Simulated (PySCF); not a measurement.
**RhS₂⁺: structure of the singlet**

Where does singlet RhS₂⁺ go from a linear start, is the end point a minimum, and what are its modes, charges and moments?

Computed with PySCF 2.14.0. Level: PBE0, basis Rh def2-TZVP with ECP28, S def2-TZVP, scalar-relativistic core potentials, no spin–orbit coupling, density fitting.

## (1) Where the work starts

3 atoms, charge 1, spin multiplicity 1.

Bond lengths: Rh1–S2 1.999 Å, Rh1–S3 1.999 Å. Angles: S2–Rh1–S3 180.0°.

Z-matrix (Å, degrees; charge 1 multiplicity 1):
```
Rh
S  1 1.9992
S  1 1.9992 2 180.00
```

## (2) Linear start, singlet: relaxation

One driver script runs all steps and calls PySCF; scf.py shows how it sets up the SCF of each step. The optimiser is the driver's own. Before each start the driver seeks the lowest SCF state from one or more starting densities and follows internal instabilities, so scf.py alone need not reach the same state.

The program finds D∞h symmetry in the start, which this walk keeps. The walk stops when the largest gradient is under 0.0003 Eh/bohr and the energy has settled too.

File scf.py:

```python
from pyscf import gto, scf, dft
mol = gto.M(atom='''
Rh     0.000000     0.000000     0.000000
S      0.000000     0.000000     1.999200
S      0.000000     0.000000    -1.999200''',
    basis={'Rh': 'def2-TZVP', 'S': 'def2-TZVP'},
    ecp={'Rh': 'def2-TZVP'},
    charge=1, spin=0)
mf = dft.RKS(mol, xc='PBE0')
mf.grids.atom_grid = (50, 194)
aux = {'Rh': 'def2-universal-JKFIT', 'S': 'def2-universal-JKFIT'}
mf = mf.density_fit(auxbasis=aux)
mf.kernel()
```

Energy and gradient, step by step:

```tsv
step	energy (Eh)	change (kJ/mol)	largest symmetric gradient (Eh/bohr)
0	-906.298328	0.00	0.03589
1	-906.301719	-8.90	0.00348
2	-906.301757	-9.00	0.00043
3	-906.301758	-9.01	0.00000
```

The walk ran for 9.6 s (4 threads, shared host).

Geometry (Å) and forces (eV/Å) at some steps:

```
step 0
Rh   0.000   0.000   0.000   0.000   0.000   0.000
S    0.000   0.000   1.999   0.000   0.000   1.846
S    0.000   0.000  -1.999   0.000   0.000  -1.846
step 1
Rh   0.000   0.000   0.000   0.000   0.000   0.000
S    0.000   0.000   2.058   0.000   0.000  -0.179
S    0.000   0.000  -2.058   0.000   0.000   0.179
step 2
Rh   0.000   0.000   0.000   0.000   0.000  -0.001
S    0.000   0.000   2.053   0.000   0.000  -0.021
S    0.000   0.000  -2.053   0.000   0.000   0.022
step 3
Rh   0.000   0.000   0.000   0.000   0.000   0.000
S    0.000   0.000   2.052   0.000   0.000   0.000
S    0.000   0.000  -2.052   0.000   0.000   0.000
```

It settles in D∞h symmetry, 9.0 kJ/mol below the start, after 3 steps: Rh–S 2.052 Å (×2); S–Rh–S 180.0°.

## (3) Hessian and properties

The point is checked on the finer grid, and tightened if its gradient asks for it. The Hessian and the dipole derivatives come from central differences of analytic gradients, with steps of 0.01 bohr.

Edit scf.py of step 2 so:

```diff
@@ -4,2 +4,2 @@
-S      0.000000     0.000000     1.999200
-S      0.000000     0.000000    -1.999200''',
+S      0.000000    -0.000000     2.052136
+S     -0.000000     0.000000    -2.052136''',
@@ -10 +10 @@
-mf.grids.atom_grid = (50, 194)
+mf.grids.atom_grid = (75, 302)
```

The driver hands on the density of the step before, so the log starts near convergence.

SCF at the final geometry:

```text
init E= -906.301839099292
  HOMO = -0.51243162308022  LUMO = -0.417045521389234  gap/eV = 2.59559
cycle= 1 E= -906.301839074586  delta_E= 2.47e-08  |g|= 0.000284  |ddm|= 0.000222
  HOMO = -0.512431336969362  LUMO = -0.417050705902507  gap/eV = 2.59544
cycle= 2 E= -906.301837644845  delta_E= 1.43e-06  |g|= 0.00216  |ddm|= 0.00169
  HOMO = -0.512431495341994  LUMO = -0.417048148574744  gap/eV = 2.59551
cycle= 3 E= -906.301839099404  delta_E= -1.45e-06  |g|= 4.06e-05  |ddm|= 0.0015
  HOMO = -0.512431600207695  LUMO = -0.41704655249053  gap/eV = 2.59556
cycle= 4 E= -906.30183909973  delta_E= -3.26e-10  |g|= 3.74e-07  |ddm|= 1.85e-05
  HOMO = -0.512431589373286  LUMO = -0.417046527029866  gap/eV = 2.59556
cycle= 5 E= -906.301839099731  delta_E= -6.82e-13  |g|= 1.75e-08  |ddm|= 2.32e-07
  HOMO = -0.512431589678064  LUMO = -0.41704652369255  gap/eV = 2.59556
Extra cycle  E= -906.301839099729  delta_E= 2.27e-12  |g|= 7.1e-08  |ddm|= 5.3e-08
converged SCF energy = -906.301839099729
```

The whole step took 21 s.

Geometry: D∞h; Rh–S 2.052 Å (×2); S–Rh–S 180.0°.

Harmonic modes (main isotopes):

```json
{"symmetry": "πu", "ω (cm⁻¹)": "140i", "IR (km/mol)": "8.4", "type": "bend"}
{"symmetry": "σg+", "ω (cm⁻¹)": "511", "IR (km/mol)": "0.0", "type": "stretch"}
{"symmetry": "σu+", "ω (cm⁻¹)": "555", "IR (km/mol)": "72.2", "type": "stretch"}
```

2 modes are imaginary, the largest at 140i cm⁻¹: a saddle point, not a minimum.

Constants and moments:

```yaml
Dipole_moment_about_the_centre_of_mass: 0.00 D
Highest_occupied_level: -13.94 eV
Lowest_empty_level: -11.35 eV
Rotational_constants: 0.0626 cm⁻¹
Zero-point_energy_real_modes: 6.4 kJ/mol
Principal_polarisabilities: 37.5, 37.5, 142.7 bohr³
Principal_traceless_quadrupole_moments_about_the_centre_of_mass: -6.10, -6.10, 12.20 D Å
```

Populations by atom (charges in e):

```
atom  Mulliken  Löwdin  polar tensor  Mayer order to Rh1
 Rh1      0.91   -0.03          1.46                   –
S2,3      0.04    0.52         -0.23                1.69
```

Outer orbital energies (eV). occupied: -18.11, -17.30, -17.30, -15.14, -15.14, -14.12, -13.94, -13.94; empty: -11.35, -10.70, -10.70, -4.22.

Mulliken populations on Rh1 (outside its core potential): s 2.10, p 6.25, d 7.73, f 0.01.

## (4) Downhill along the imaginary mode

The atoms are moved a little along the softest imaginary mode and relaxed again.

The program finds C2v symmetry in the start, which this walk keeps.

Edit scf.py of step 3 so:

```diff
@@ -3,3 +3,3 @@
-Rh     0.000000     0.000000     0.000000
-S      0.000000    -0.000000     2.052136
-S     -0.000000     0.000000    -2.052136''',
+Rh    -0.039048    -0.150359    -0.000000
+S      0.062840     0.241973     2.052136
+S      0.062840     0.241973    -2.052136''',
@@ -10 +10 @@
-mf.grids.atom_grid = (75, 302)
+mf.grids.atom_grid = (50, 194)
```

The optimiser's trace:

```tsv
step	energy (Eh)	change (kJ/mol)	largest symmetric gradient (Eh/bohr)
0	-906.306423	0.00	0.02906
1	-906.312628	-16.29	0.01608
2	-906.324594	-47.71	0.01627
3	-906.328387	-57.67	0.00966
4	-906.329938	-61.74	0.01132
5	-906.330295	-62.68	0.00284
6	-906.330324	-62.75	0.00023
7	-906.330325	-62.76	0.00002
```

The walk took 25 s.

Positions (Å) and forces (eV/Å) along the way:

```
step 0
Rh  -0.039  -0.150   0.000  -0.062  -0.142   0.000
S    0.063   0.242   2.052   0.031   0.071  -1.494
S    0.063   0.242  -2.052   0.031   0.071   1.494
step 1
Rh  -0.053  -0.203   0.000  -0.214  -0.827   0.000
S    0.070   0.268   1.983   0.107   0.414  -0.359
S    0.070   0.268  -1.983   0.107   0.414   0.359
step 4
Rh  -0.146  -0.561   0.000   0.136   0.586   0.000
S    0.116   0.447   1.735  -0.068  -0.293  -0.488
S    0.116   0.447  -1.735  -0.068  -0.293   0.488
step 7
Rh  -0.144  -0.555   0.000  -0.018   0.004   0.001
S    0.115   0.444   1.719   0.009  -0.002   0.000
S    0.115   0.444  -1.719   0.009  -0.001  -0.001
```

It settles in C2v symmetry, 62.8 kJ/mol below the start, after 7 steps: Rh–S 2.005 Å (×2); S–Rh–S 118.0°.

## (5) Vibrations and properties at this point

The same treatment as at the point before.

Edit scf.py of step 4 so:

```diff
@@ -3,3 +3,3 @@
-Rh    -0.039048    -0.150359    -0.000000
-S      0.062840     0.241973     2.052136
-S      0.062840     0.241973    -2.052136''',
+Rh    -0.098584    -0.379612    -0.000000
+S      0.159565     0.614427     1.722137
+S      0.159565     0.614427    -1.722137''',
@@ -10 +10 @@
-mf.grids.atom_grid = (50, 194)
+mf.grids.atom_grid = (75, 302)
```

SCF at the final geometry:

```text
init E= -906.330258349225
  HOMO = -0.486964095967983  LUMO = -0.406011030632093  gap/eV = 2.20285
cycle= 1 E= -906.330258348647  delta_E= 5.78e-10  |g|= 5.63e-05  |ddm|= 3.52e-05
  HOMO = -0.486969876405076  LUMO = -0.406018376135173  gap/eV = 2.20280
cycle= 2 E= -906.330258336013  delta_E= 1.26e-08  |g|= 0.000261  |ddm|= 0.000153
  HOMO = -0.486965100750525  LUMO = -0.406012318115382  gap/eV = 2.20284
cycle= 3 E= -906.330258349202  delta_E= -1.32e-08  |g|= 1.41e-05  |ddm|= 0.000129
  HOMO = -0.486965070067711  LUMO = -0.406012281362001  gap/eV = 2.20284
cycle= 4 E= -906.330258349262  delta_E= -5.98e-11  |g|= 1.33e-06  |ddm|= 1.13e-05
  HOMO = -0.486965052544843  LUMO = -0.406012268995763  gap/eV = 2.20284
Extra cycle  E= -906.330258349249  delta_E= 1.27e-11  |g|= 6.29e-06  |ddm|= 6.06e-06
converged SCF energy = -906.330258349249
```

The whole step took 36 s.

Geometry: C2v; Rh–S 2.005 Å (×2); S–Rh–S 118.4°.

Modes, for the most abundant isotopes:

```json
{"symmetry": "a1", "ω (cm⁻¹)": "170", "IR (km/mol)": "0.8"}
{"symmetry": "b2", "ω (cm⁻¹)": "574", "IR (km/mol)": "34.7"}
{"symmetry": "a1", "ω (cm⁻¹)": "574", "IR (km/mol)": "0.1"}
```

No imaginary mode, so this is a minimum.

Constants and moments:

| Item | Value |
| --- | --- |
| Dipole moment about the centre of mass | 0.46 D |
| Highest occupied level | -13.25 eV |
| Lowest empty level | -11.05 eV |
| Rotational constants | 0.4053, 0.08889, 0.0729 cm⁻¹ |
| Zero-point energy | 7.9 kJ/mol |
| Principal polarisabilities | 39.9, 40.9, 111.8 bohr³ |
| Principal traceless quadrupole moments about the centre of mass | -9.78, -0.38, 10.17 D Å |
| Entropy at 298.15 K and 1 bar | 289.7 J/(mol K) |
| Heat capacity Cp at 298.15 K | 50.2 J/(mol K) |
| Enthalpy at 298.15 K above 0 K | 12.43 kJ/mol |
| Rotational symmetry number | 2 |

Charges (e) and bond orders:

| atom | Mulliken | Löwdin | polar tensor | Mayer order to Rh1 |
| --- | --- | --- | --- | --- |
| Rh1 | 0.90 | -0.09 | 0.95 | – |
| S2,3 | 0.05 | 0.54 | 0.03 | 1.85 |

Outer orbital energies (eV). occupied: -18.05, -17.79, -16.89, -16.29, -16.00, -14.09, -13.84, -13.25; empty: -11.05, -10.74, -9.66, -6.05.

Mulliken populations on Rh1 (outside its core potential): s 2.30, p 6.18, d 7.61, f 0.01.

## (6) Stability of the closed shell

At the lowest minimum the closed shell is tested against spin polarisation, on the (50, 194) grid. It is unstable: an open-shell solution lies lower. That solution was not followed to a minimum here.

## (7) The points found, side by side

| spin | group | bonds | imaginary modes (cm⁻¹) | ΔE (kJ/mol) | with zero-point energy |
| --- | --- | --- | --- | --- | --- |
| singlet | C2v | Rh–S 2.005 Å (×2) | none | 0.0 | 0.0 |
| singlet | D∞h | Rh–S 2.052 Å (×2) | 140i, 140i | 74.6 | – |

## (8) What came out

```
                            quantity                                                            value
                             minimum  singlet, C2v (closed shell, unstable towards spin polarisation)
                            geometry                                 Rh–S 2.005 Å (×2); S–Rh–S 118.4°
                  wavenumbers (cm⁻¹)                                     170 (a1), 574 (b2), 574 (a1)
      dipole moment (centre of mass)                                                           0.46 D
highest occupied, lowest empty level                                                -13.25, -11.05 eV
          polar-tensor charge of Rh1                                                          +0.95 e
                   zero-point energy                                                       7.9 kJ/mol
```

In words: From D∞h at the start the molecule goes to a C2v minimum, after a stop at a second-order saddle point 74.6 kJ/mol higher, from which it was pushed off along an imaginary mode. In the infrared the band at 574 cm⁻¹ (b2, stretch) leads. Other starts or spin states, not run here, may lie lower. A stability analysis at the minimum finds the closed shell unstable towards spin polarisation: an open-shell solution lies lower, and these values are not those of the lowest state.

The search up to here ran for 1.7 min (4 threads, shared host).
